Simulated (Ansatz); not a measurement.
# NiO (R-3m): equation of state

An exercise on one series of results from a longer session: the logs are not shown, and one member is left open.

Program: Ansatz 0.2.0. Level of theory: DFT PBE, scalar-relativistic, plane waves, PAW. These are calculated values, not measurements.

### The starting structure

It takes space group R-3m (No. 166, trigonal). Conventional cell: a = 2.971 Å, b = 2.971 Å, c = 7.230 Å, α = 90.00°, β = 90.00°, γ = 120.00°. Around Ni (site symmetry -3m) lie 6 O at 2.10 Å. O (site symmetry -3m) is surrounded by 6 Ni at 2.10 Å.

Structure file:

```cif
data_structure
_symmetry_space_group_name_H-M 'R-3m:H'
_symmetry_Int_Tables_number 166
_cell_length_a 2.9708
_cell_length_b 2.9708
_cell_length_c 7.2298
_cell_angle_alpha 90.000
_cell_angle_beta 90.000
_cell_angle_gamma 120.000
_cell_volume 55.26
loop_
_atom_site_label
_atom_site_type_symbol
_atom_site_symmetry_multiplicity
_atom_site_Wyckoff_symbol
_atom_site_fract_x
_atom_site_fract_y
_atom_site_fract_z
_atom_site_occupancy
Ni1 Ni 3 a 0.00000 0.00000 0.00000 1
O1 O 3 b 0.33333 0.66667 0.16667 1
```

This cell comes from an earlier session at PBE: 9.210 Å³/atom at 0.00 GPa, on a 10×10×10 mesh. The large moments point both ways and cancel.

Volume factors to run: 0.980, 1.020, 0.960, 1.040.

Set-up of the first run:

File input.yaml:

```yaml
crystal:
  lattice:
    - [0.0, 1.7036626006, 4.7874962617]
    - [-1.4754150916, -0.8518313003, 4.7874962617]
    - [1.4754150916, -0.8518313003, 4.7874962617]
  atoms:
    - { symbol: Ni, position: [0.5, -0.5, 0.5], spin: 1.51 }
    - { symbol: O, position: [0.2500064716, 0.2500064716, 0.2500064716] }
    - { symbol: Ni, position: [1.0, 0.0, 1.0], spin: -1.51 }
    - { symbol: O, position: [0.7499935284, 0.7499935284, 0.7499935284] }
basis:
  ecutwfc: 420
  ecutrho_ratio: 4
kpoints:
  mp_grid: { grid: [10, 10, 10] }
hamiltonian:
  xc: pbe
scf:
  occupations: { method: gaussian, width: 0.05 }
output:
  forces: true
  stress: true
  eigenvalues: true
  populations: true
magnetization:
  spin_polarized: true
relax:
  f_tol: 0.01
  max_steps: 40
  cell: { stress_tol: 0.1, fix: [volume] }
```

On the command line:

```
> ansatz run input.yaml --threads 2 --pin off --max-ram 5120MiB --backend cpu --events-out ev --progress --plain --runs-dir out
```

Among the steps run: Volume × 0.980; Scaling the volume by 1.020; At 0.960 of the relaxed volume; Scaling the volume by 1.040.

One of the session's tables, all rows but one given; the rest of the session is left out.

It belongs to the step «The fit». 

| volume (Å³/atom) | energy (meV/atom) | pressure (GPa) | moment of atom 1 (μB) |
| --- | --- | --- | --- |
| 8.841 | 9.60 | 8.66 | 1.35 |
| 9.025 | ? | ? | ? |
| 9.210 | 0.00 | 0.00 | 1.37 |
| 9.394 | 2.16 | -3.66 | 1.38 |
| 9.578 | 8.28 | -6.94 | 1.39 |

**Question.** Estimate the row for volume (Å³/atom) = 9.025.

Worked estimate for «energy (meV/atom)». A straight line through the neighbours (8.841, 9.60) and (9.210, 0.00) gives 9.60 + (0.00 − 9.60) × (9.025 − 8.841) / (9.210 − 8.841) = 4.81; a parabola fitted to 3 rows on both sides gives 2.49.

As computed: energy (meV/atom): 2.31; pressure (GPa): 4.09; moment of atom 1 (μB): 1.36. In «energy (meV/atom)» the line misses by +2.50 and the parabola by +0.18.

Limits of these values: Warnings in the runs' records: stability check not made.
